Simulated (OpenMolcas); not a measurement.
**Ru⁴⁺ among point charges: CASSCF and CASPT2 levels and susceptibility**

How does a field of 3 point charges split the states of Ru⁴⁺, and what χT follows?

Method: state-averaged CASSCF and CASPT2, spin-orbit coupling by RASSI with atomic mean-field integrals. Code: OpenMolcas 26.06.

## 1. The atom as given

```
Species                           : Ru⁴⁺ (ruthenium, Z = 44, 40 electrons)
Basis                             : ANO-RCC-VDZP [6s5p3d1f], 43 functions
Scalar Hamiltonian                : DKH2, point nucleus
Inactive shells                   : 1s 2s 2p 3s 3p 3d 4s 4p
Active space                      : 4 electrons in 5 orbitals (4d)
Some configurations of this space : 4d4
Orbitals                          : optimised for each spin and parity, averaged over all roots
```

The outer shells:

4d4
```
4d [↑ ][↑ ][↑ ][↑ ][  ]
```

The ion sits among 3 point charges of -3 e arranged as a planar triangle (D3h), 2.13 Å from the ion.

The work runs as a chain of OpenMolcas steps in one folder; each step below is one input file. Labels, J, g values, rates, χT and fits are worked out afterwards by a script from the matrices that RASSI stores.

## 2. One- and two-electron integrals

Input file a.inp:

```
&GATEWAY
Coord
1

Ru 0.0 0.0 0.0
Basis=ANO-RCC-VDZP
Group=NoSym
NoMove
AngMom=0.0 0.0 0.0
AMFI
XField
3 Angstrom 0
2.130000 0.000000 0.000000 -3.000000
-1.065000 1.844634 0.000000 -3.000000
-1.065000 -1.844634 0.000000 -3.000000
&SEWARD
```

Started as:

```console
$ OMP_NUM_THREADS=1 MOLCAS_MEM=1689 MOLCAS_PROJECT=a pymolcas a.inp > a.log
```

## 3. Reference wave functions, quintets, 5 roots

Input file a.inp:

```
&RASSCF
FileOrb=start.orb
Symmetry=1
Spin=5
nActEl=4 0 0
Inactive=18
Ras2=5
CIRoot=5 5 1
SDav=5
CIMx=300
Iter=120 100
PrWF=0.3
OrbListing=Nothing
MaxOrb=0
>>> COPY $Project.JobIph JOB001
```

start.orb holds the contracted functions of the basis, ordered by shell, or the orbitals of the step before.

## 4. CASSCF: triplets, 45 roots

Input file a.inp:

```
&RASSCF
FileOrb=start.orb
Symmetry=1
Spin=3
nActEl=4 0 0
Inactive=18
Ras2=5
CIRoot=45 45 1
SDav=45
CIMx=300
Iter=120 100
PrWF=0.3
OrbListing=Nothing
MaxOrb=0
>>> COPY $Project.JobIph JOB002
```

## 5. Reference wave functions, singlets, 50 roots

Input file a.inp:

```
&RASSCF
FileOrb=start.orb
Symmetry=1
Spin=1
nActEl=4 0 0
Inactive=18
Ras2=5
CIRoot=50 50 1
SDav=50
CIMx=300
Iter=120 100
PrWF=0.3
OrbListing=Nothing
MaxOrb=0
>>> COPY $Project.JobIph JOB003
```

## 6. RASSI: spin-orbit coupling between the states

Input file a.inp:

```
&RASSI
NrOfJobIphs=3 5 45 50
1 2 3 4 5
1 2 3 4 5 6 7 8 9 10 11 12 13 14 15 16 17 18 19 20 21 22 23 24 25 26 27
28 29 30 31 32 33 34 35 36 37 38 39 40 41 42 43 44 45
1 2 3 4 5 6 7 8 9 10 11 12 13 14 15 16 17 18 19 20 21 22 23 24 25 26 27
28 29 30 31 32 33 34 35 36 37 38 39 40 41 42 43 44 45 46 47 48 49 50
IphNames
JOB001
JOB002
JOB003
EJob
SpinOrbit
DIPRint=1.0
SOCoupling=1000.0
Subsets=2
Property=9
'ANGMOM' 1 'ANGMOM' 2 'ANGMOM' 3 'MLTPL  1' 1 'MLTPL  1' 2 'MLTPL  1' 3
'AMFI' 1 'AMFI' 2 'AMFI' 3
SOProperty=3
'ANGMOM' 1 'ANGMOM' 2 'ANGMOM' 3
```

## 7. CASPT2: IPEA 0.25, imaginary shift 0.1 (closed shells correlated: 4s 4p)

Input file a.inp:

```
>>> COPY JOB001 $Project.JobIph
&CASPT2
Multistate=5 1 2 3 4 5
NoMult
Frozen=14
IPEA=0.25
Imaginary=0.1
MaxIter=60
WThr=0.0 0.3 0.05
PrWF=0.5
NoMix
>>> COPY JOB002 $Project.JobIph
&CASPT2
Multistate=45 1 2 3 4 5 6 7 8 9 10 11 12 13 14 15 16 17 18 19 20 21 22
23 24 25 26 27 28 29 30 31 32 33 34 35 36 37 38 39 40 41 42 43 44 45
NoMult
Frozen=14
IPEA=0.25
Imaginary=0.1
MaxIter=60
WThr=0.0 0.3 0.05
PrWF=0.5
NoMix
>>> COPY JOB003 $Project.JobIph
&CASPT2
Multistate=50 1 2 3 4 5 6 7 8 9 10 11 12 13 14 15 16 17 18 19 20 21 22
23 24 25 26 27 28 29 30 31 32 33 34 35 36 37 38 39 40 41 42 43 44 45 46
47 48 49 50
NoMult
Frozen=14
IPEA=0.25
Imaginary=0.1
MaxIter=60
WThr=0.0 0.3 0.05
PrWF=0.5
NoMix
```

(Steps that only read results are left out.)

**Question.** What will these runs give? Wanted: spin-free ground state; first state of the same spin within the active space; lowest level; next level.

The runs gave:

```
                                            quantity                                                                        value
                                              method  SS-CASPT2, IPEA 0.25, imaginary shift 0.1 (closed shells correlated: 4s 4p)
                              spin-free ground state                                               5E, 2-fold in its orbital part
first state of the same spin within the active space                                                             5E at 14300 cm⁻¹
                                        lowest level                                                                    1-fold A1
                                          next level                                                                    16.7 cm⁻¹
                                         χT at 300 K                                                               1.00 cm³ K/mol
                           effective moment at 300 K                                                                      2.83 μB
```

Cost by method:

```csv
method,time of its own steps,time with the reference
A. CASSCF,26 s,26 s
"B. SS-CASPT2, IPEA 0.25, imaginary shift 0.1, +4s 4p",9.3 s,36 s
```

Times are of one thread on a shared host.

In words: The spin-free ground state (5E) comes to 100 % from free-ion D terms and keeps the highest spin of the shell. χT at 300 K is 1.00, against 3.01 cm³ K/mol for the spin alone, so spin-orbit coupling lowers it. An active space of the d shell alone favours high spin; real ions in strong fields can be low spin. CASPT2 does not keep the components of a term degenerate, and the means are used. The field of point charges can differ much from that of real complexes. With metal d orbitals alone active, the gaps between spin states are rough; where two lie within a few thousand cm-1, their order is open. Point charges carry no covalency, so the field is a model and not that of real ligands.
